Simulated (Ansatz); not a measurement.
# Au: the cost of one run

Computed with Ansatz 0.2.0 (DFT PBE+D3(BJ), scalar-relativistic, plane waves, PAW, unless a step's input says otherwise).

The COD cell was measured well above room temperature, so it is larger than a cold one.

### Step 1. The starting structure

Symmetry: Fm-3m, No. 225, cubic system. The conventional cell has a = 4.091 Å, b = 4.091 Å, c = 4.091 Å, α = 90.00°, β = 90.00°, γ = 90.00°. Au (site symmetry m-3m) has 12 Au at 2.89 Å as nearest neighbours.

Structure file:

```xyz
1
Lattice="0.0000 2.0455 2.0455 2.0455 0.0000 2.0455 2.0455 2.0455 0.0000" Properties=species:S:1:pos:R:3 pbc="T T T"
Au    0.0000    0.0000    0.0000
```

Source of the structure: the Crystallography Open Database.

(A quick probe on a coarse mesh, which set the mesh and smearing, is not shown.)

### Step 3. The relaxation

input.yaml

```yaml
crystal:
  lattice:
    - [0.0, 2.0455, 2.0455]
    - [2.0455, 0.0, 2.0455]
    - [2.0455, 2.0455, 0.0]
  atoms:
    - { symbol: Au, position: [0.0, 0.0, 0.0] }
basis:
  ecutwfc: 420
kpoints:
  mp_grid: { grid: [18, 18, 18] }
hamiltonian:
  xc: pbe
  dispersion: d3bj
scf:
  occupations: { method: gaussian, width: 0.1 }
output:
  forces: true
  stress: true
  eigenvalues: true
  write_density: true
  write_potential: true
  elf: true
  volumetric_format: npy
relax:
  adjacent_minimum: "off"
  f_tol: 0.005
  max_steps: 80
  cell: { stress_tol: 0.05 }
```

On the command line:

```bash
$ ansatz run input.yaml --threads 4 --pin off --max-ram 10240MiB --backend cpu --events-out ev --progress --plain --runs-dir out
```

What time and memory should one allow on 4 threads of Arm Neoverse V1, shared host?

About 4 s, with a peak of 0.33 GiB.
